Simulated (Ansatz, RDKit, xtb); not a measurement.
# Isomers of B3N5H8, a sample narrowed down, part 2 of 2

Which of a sample of isomers of B3N5H8 is the most stable in the gas at 298.15 K, and what are its properties? The sample is small against all isomers, and the most stable one of this formula need not be in it.

xtb, Ansatz and PySCF; isolated molecules. Earlier steps stand in the parts before.

### 7 Harmonic analysis of the finalists

The lowest few go on as finalists. In this search the thermal terms come from GFN2-xTB at its own nearest minimum. The first, c559a:

The input, start.xyz:

```xyz
16
c559a
B     -2.155604    -0.111386     0.439853
B     -0.829090     0.801410    -1.512248
B      0.342575     0.325354     0.679578
N     -3.397697    -0.548927     0.993995
N     -2.059282     0.358005    -0.932753
N      0.349162     0.778931    -0.701681
N      1.534519     0.313233     1.467255
N     -0.930736    -0.110241     1.207880
H     -4.269568    -0.557913     0.469951
H     -3.499813    -0.883879     1.949181
H     -2.896106     0.376172    -1.514781
H     -0.785851     1.189070    -2.669049
H      1.223330     1.096023    -1.119585
H      1.564820     0.003100     2.435706
H      2.439224     0.615925     1.114056
H     -0.966877    -0.434278     2.174858
```

Command:

```sh
$ xtb start.xyz --gfn 2 --ohess tight
```

The program printed, cut to the lines that bear on the results:

```text
* xtb version 6.7.1
[...]
          :  # basis functions                  40          :
[...]
          :  # electrons                        42          :
[...]
          :  Hamiltonian                  GFN2-xTB          :
[...]
          :  net charge                          0          :
          :  unpaired electrons                  0          :
[...]
   *** convergence criteria satisfied after 12 iterations ***
[...]
   *** GEOMETRY OPTIMIZATION CONVERGED AFTER 7 ITERATIONS ***
[...]
   *** convergence criteria satisfied after 3 iterations ***
[...]
         ::                     SUMMARY                     ::
         :::::::::::::::::::::::::::::::::::::::::::::::::::::
         :: total energy             -22.622412899931 Eh    ::
         :: gradient norm              0.000035066483 Eh/a0 ::
         :: HOMO-LUMO gap              5.707424190477 eV    ::
         ::.................................................::
         :: SCC energy               -22.910360593298 Eh    ::
         :: -> isotropic ES            0.120391522368 Eh    ::
         :: -> anisotropic ES          0.016266724186 Eh    ::
         :: -> anisotropic XC          0.005590138964 Eh    ::
         :: -> dispersion             -0.010273072173 Eh    ::
         :: repulsion energy           0.287947693367 Eh    ::
         :: add. restraining           0.000000000000 Eh    ::
         :: total charge              -0.000000000000 e     ::
         :::::::::::::::::::::::::::::::::::::::::::::::::::::
[...]
        21        2.0000           -0.3461096              -9.4181 (HOMO)
        22                         -0.1363656              -3.7107 (LUMO)
[...]
molecular dipole:
                 x           y           z       tot (Debye)
 q only:       -0.020      -0.176       0.525
   full:       -0.028      -0.247       0.738       1.979
molecular quadrupole (traceless):
[...]
          | TOTAL ENERGY              -22.622412899931 Eh   |
          | TOTAL ENTHALPY            -22.489388054424 Eh   |
          | TOTAL FREE ENERGY         -22.530796236328 Eh   |
          | GRADIENT NORM               0.000035079299 Eh/α |
[...]
```

Wall time 0.27 s (2 threads of Arm Neoverse V2, shared host).

### 8 Thermal terms of the finalists

As xtb prints them, at 298.15 K, with its own treatment of low modes:

```
label        SMILES     spin  lowest mode (cm⁻¹)  zero-point (kcal/mol)  G − E (kcal/mol)
c559a  NB1NBNB(N)N1  singlet                 131                   77.3              57.5
c738d    NB1NBNBN1N  singlet                133i                   76.4              56.6
c469d  NB1NBN(N)BN1  singlet                149i                   76.4              56.5
```

c738d, c469d keep an imaginary mode, so the thermal terms were not taken at a true minimum.

### 9 Energies at the top level

Single points at CCSD(T)/def2-SVP + MP2/def2-TZVPP - MP2/def2-SVP on the refined geometries decide the order.

c559a, CCSD(T)/def2-SVP:

The input, input.yaml:

```yaml
basis:
  gaussian: {orbitals: def2-SVP}
crystal:
  periodic: [false, false, false]
  atoms:
    - {symbol: B, position_ang: [-2.155604, -0.111386, 0.439853]}
    - {symbol: B, position_ang: [-0.829090, 0.801410, -1.512248]}
    - {symbol: B, position_ang: [0.342575, 0.325354, 0.679578]}
    - {symbol: N, position_ang: [-3.397697, -0.548927, 0.993995]}
    - {symbol: N, position_ang: [-2.059282, 0.358005, -0.932753]}
    - {symbol: "N", position_ang: [0.349162, 0.778931, -0.701681]}
    - {symbol: N, position_ang: [1.534519, 0.313233, 1.467255]}
    - {symbol: N, position_ang: [-0.930736, -0.110241, 1.207880]}
    - {symbol: H, position_ang: [-4.269568, -0.557913, 0.469951]}
    - {symbol: H, position_ang: [-3.499813, -0.883879, 1.949181]}
    - {symbol: H, position_ang: [-2.896106, 0.376172, -1.514781]}
    - {symbol: H, position_ang: [-0.785851, 1.189070, -2.669049]}
    - {symbol: H, position_ang: [1.223330, 1.096023, -1.119585]}
    - {symbol: H, position_ang: [1.564820, 0.003100, 2.435706]}
    - {symbol: H, position_ang: [2.439224, 0.615925, 1.114056]}
    - {symbol: H, position_ang: [-0.966877, -0.434278, 2.174858]}
correlation: {method: ccsd_t, frozen_orbitals: {H: 0, "N": 1, B: 1}}
```

Command:

```sh
$ ansatz run input.yaml --threads 2 --pin off --max-ram 5220MiB --events-out events.jsonl --progress --plain --runs-dir runs
```

The program printed, cut to the lines that bear on the results:

```text
Warning: RAYON_NUM_THREADS=2 ignored (pool sized by the plan → 2); use --threads N
Functional definition: HF
  name "HF"
[...]
1556 factors; integrals over basis functions are off by at most 1.3e-3 eV
[...]
mean field -9552.77878922 eV, -351.0581453979 hartree, gradient 6.3e-7 eV, S^2 0.000000; 0 other end points of the search recorded, 0 dependent functions left out
8 core orbitals not correlated: weight in the atoms' cores, before any rotation towards them, 1.000 or more for the frozen orbitals, at most 0.000 for the correlated occupied ones
reference -9552.77878922 eV, -351.0581453979 hartree; 21, 21 occupied and 123, 123 virtual orbitals, 1556 factors
second order -29.07448150 eV of doubles, -0.00000000 eV of singles
cycle   1  -29.82401009 eV  change   -7.5e-1 eV  update   1.2e-1
[...]
cycle   9  -30.65551503 eV  change   -5.3e-6 eV  update   2.0e-5
perturbative correction -0.94086614 eV, -0.0345761928 hartree
Total energy: -9584.37517039 eV, -352.2192909890 hartree
```

It took 88 s on 2 threads of Arm Neoverse V2, shared host; peak memory 1.5 GiB.

### 10 c559a at MP2/def2-TZVPP

input.yaml: that of step 9 with these lines changed.

```diff
@@ -1,3 +1 @@
-basis:
-  gaussian: {orbitals: def2-SVP}
 crystal:
@@ -8,6 +6,6 @@
     - {symbol: B, position_ang: [0.342575, 0.325354, 0.679578]}
-    - {symbol: N, position_ang: [-3.397697, -0.548927, 0.993995]}
+    - {symbol: "N", position_ang: [-3.397697, -0.548927, 0.993995]}
     - {symbol: N, position_ang: [-2.059282, 0.358005, -0.932753]}
-    - {symbol: "N", position_ang: [0.349162, 0.778931, -0.701681]}
-    - {symbol: N, position_ang: [1.534519, 0.313233, 1.467255]}
+    - {symbol: N, position_ang: [0.349162, 0.778931, -0.701681]}
+    - {symbol: "N", position_ang: [1.534519, 0.313233, 1.467255]}
     - {symbol: N, position_ang: [-0.930736, -0.110241, 1.207880]}
@@ -21,2 +19,7 @@
     - {symbol: H, position_ang: [-0.966877, -0.434278, 2.174858]}
-correlation: {method: ccsd_t, frozen_orbitals: {H: 0, "N": 1, B: 1}}
+basis:
+  gaussian:
+    orbitals: def2-TZVPP
+correlation:
+  method: mp2
+  frozen_orbitals: {H: 0, "N": 1, B: 1}
```

Command:

```sh
$ ansatz run input.yaml --threads 2 --pin off --max-ram 5220MiB --events-out events.jsonl --progress --plain --runs-dir runs
```

The program printed:

```text
Warning: RAYON_NUM_THREADS=2 ignored (pool sized by the plan → 2); use --threads N
Functional definition: HF
  name "HF"
  exchange = exact_x
  correlation = 0
2156 factors; integrals over basis functions are off by at most 1.3e-3 eV
mean field evaluation 1: about -9554.2518 eV, gradient 6.6e1 eV
mean field evaluation 2: about -9554.4878 eV, gradient 6.6e1 eV
mean field evaluation 4: about -9563.5527 eV, gradient 4.7e0 eV
mean field evaluation 8: about -9563.6415 eV, gradient 3.0e-1 eV
mean field -9563.64168456 eV, -351.4573494384 hartree, gradient 2.8e-6 eV, S^2 0.000000; 0 other end points of the search recorded, 0 dependent functions left out
8 core orbitals not correlated: weight in the atoms' cores, before any rotation towards them, 1.000 or more for the frozen orbitals, at most 0.000 for the correlated occupied ones
reference -9563.64168456 eV, -351.4573494384 hartree; 21, 21 occupied and 331, 331 virtual orbitals, 2156 factors
second order -36.02929778 eV of doubles, -0.00000000 eV of singles
Total energy: -9599.67098234 eV, -352.7814017105 hartree
```

It took 19 s on 2 threads of Arm Neoverse V2, shared host; peak memory 1.3 GiB.

### 11 c738d at CCSD(T)/def2-SVP

The input, input.yaml:

```yaml
crystal:
  periodic: [false, false, false]
  atoms:
    - {symbol: B, position_ang: [1.263167, 0.798161, 1.028618]}
    - {symbol: B, position_ang: [-0.003205, -1.356927, 0.595975]}
    - {symbol: B, position_ang: [-0.751459, 0.776495, -0.515837]}
    - {symbol: "N", position_ang: [2.295196, 1.549774, 1.633798]}
    - {symbol: "N", position_ang: [1.049181, -0.626488, 1.221850]}
    - {symbol: N, position_ang: [-0.893056, -0.630446, -0.271080]}
    - {symbol: N, position_ang: [0.317334, 1.469272, 0.132316]}
    - {symbol: N, position_ang: [0.535263, 2.875084, -0.053031]}
    - {symbol: H, position_ang: [3.002912, 1.191943, 2.268586]}
    - {symbol: H, position_ang: [2.336532, 2.546888, 1.415807]}
    - {symbol: H, position_ang: [1.682898, -1.136745, 1.837468]}
    - {symbol: H, position_ang: [-0.145573, -2.551994, 0.786825]}
    - {symbol: H, position_ang: [-1.652827, -1.132448, -0.729296]}
    - {symbol: H, position_ang: [-1.515033, 1.377395, -1.254351]}
    - {symbol: H, position_ang: [0.647818, 3.047888, -1.062117]}
    - {symbol: H, position_ang: [-0.331472, 3.367018, 0.206845]}
basis:
  gaussian: {orbitals: def2-SVP}
magnetization: {spin_polarized: false, initial_magnetization: 0}
correlation: {method: ccsd_t, frozen_orbitals: {H: 0, "N": 1, B: 1}}
```

Command:

```sh
$ ansatz run input.yaml --threads 2 --pin off --max-ram 5220MiB --events-out events.jsonl --progress --plain --runs-dir runs
```

The program printed, cut to the lines that bear on the results:

```text
Warning: RAYON_NUM_THREADS=2 ignored (pool sized by the plan → 2); use --threads N
Functional definition: HF
  name "HF"
[...]
1557 factors; integrals over basis functions are off by at most 1.2e-3 eV
[...]
mean field -9550.15894543 eV, -350.9618679143 hartree, gradient 7.7e-6 eV, S^2 0.000000; 0 other end points of the search recorded, 0 dependent functions left out
8 core orbitals not correlated: weight in the atoms' cores, before any rotation towards them, 1.000 or more for the frozen orbitals, at most 0.000 for the correlated occupied ones
reference -9550.15894543 eV, -350.9618679143 hartree; 21, 21 occupied and 123, 123 virtual orbitals, 1557 factors
second order -29.21722938 eV of doubles, -0.00000000 eV of singles
cycle   1  -29.96707160 eV  change   -7.5e-1 eV  update   1.2e-1
[...]
cycle   9  -30.86711800 eV  change   -2.6e-5 eV  update   3.3e-5
perturbative correction -0.99073800 eV, -0.0364089500 hartree
Total energy: -9582.01680143 eV, -352.1326225284 hartree
```

Wall time 92 s (2 threads of Arm Neoverse V2, shared host); peak memory 1.5 GiB.

### 12 The ranking

Energies in kcal/mol from c559a; G adds the thermal terms to the CCSD(T)/def2-SVP + MP2/def2-TZVPP - MP2/def2-SVP energy. The columns left of the relaxed level are at the tight-binding geometries.

```csv
label,SMILES,spin,GFN2-xTB,HF/STO-3G,r2SCAN-D4/def2-SVP,PBE-D3(BJ)/def2-SVP,HF/def2-SVP,MP2/def2-SVP,CCSD(T)/def2-SVP + MP2/def2-TZVPP - MP2/def2-SVP,G,share at equilibrium,T1
c559a,NB1NBNB(N)N1,singlet,0.0,0.0,0.0,0.0,0.0,0.0,0.0,0.0,100.0 %,0.014
c738d,NB1NBNBN1N,singlet,33.3,47.7,58.1,52.9,60.4,57.1,57.1,56.3,< 0.1 %,0.015
c469d,NB1NBN(N)BN1,singlet,33.8,50.3,62.4,56.9,62.9,60.8,60.2,59.2,< 0.1 %,0.014
```

Lowest found: c559a, `NB1NBNB(N)N1`, a singlet. Bond lengths: B1–N4 1.429 Å, B1–N5 1.454 Å, B2–N5 1.430 Å, B2–N6 1.430 Å, B3–N6 1.454 Å, B3–N7 1.429 Å, B1–N8 1.446 Å, B3–N8 1.446 Å, N4–H9 1.017 Å, N4–H10 1.017 Å, N5–H11 1.019 Å, B2–H12 1.221 Å, N6–H13 1.019 Å, N7–H14 1.017 Å, N7–H15 1.017 Å, N8–H16 1.020 Å. Some angles: N4–B1–N5 121.5°, N4–B1–N8 122.1°, N5–B1–N8 116.4°, B1–N5–B2 122.7°, N5–B2–N6 118.3°, B2–N6–B3 122.7°, N6–B3–N7 121.5°, N6–B3–N8 116.4°, N7–B3–N8 122.1°, B1–N8–B3 123.5°.

```xyz
16

B    -2.1556   -0.1114    0.4399
B    -0.8291    0.8014   -1.5122
B     0.3426    0.3254    0.6796
N    -3.3977   -0.5489    0.9940
N    -2.0593    0.3580   -0.9328
N     0.3492    0.7789   -0.7017
N     1.5345    0.3132    1.4673
N    -0.9307   -0.1102    1.2079
H    -4.2696   -0.5579    0.4700
H    -3.4998   -0.8839    1.9492
H    -2.8961    0.3762   -1.5148
H    -0.7859    1.1891   -2.6690
H     1.2233    1.0960   -1.1196
H     1.5648    0.0031    2.4357
H     2.4392    0.6159    1.1141
H    -0.9669   -0.4343    2.1749
```

### 13 What came out

The summary covers parts 1 to 2.

```
                                 quantity                                                                                                                value
                   lowest structure found                                                                                                NB1NBNB(N)N1, singlet
                            next finalist                                                                       NB1NBNBN1N, singlet, 56.3 kcal/mol higher in G
share at equilibrium, among the finalists                                                                                                              100.0 %
                                   funnel  16 starts, 6 minima at GFN2-xTB from these starts (8 with those found later), 6 screening runs, 3 relaxed, 3 ranked
                     CPU time of all runs                                                                                                               17 min
```

The lowest structure found is `NB1NBNB(N)N1`. The margin of 56.3 kcal/mol over the next finalist is beyond the usual error of the last level; it says nothing of structures that weren't ranked. GFN2-xTB, HF/STO-3G, r2SCAN-D4/def2-SVP, PBE-D3(BJ)/def2-SVP, HF/def2-SVP and MP2/def2-SVP already put its bonding pattern lowest among the structures in one piece. The largest share of the time went into the final energies (65 % of the CPU time that the search's summary counts). Lowest found is not proven lowest: the search is finite, and each finalist counts with one conformer. Only 4 drawn patterns were tried, so whole families of isomers are missing, and the result ranks this sample alone. The lowest isomer need not be the one that is made and kept in a bottle, which depends on barriers.
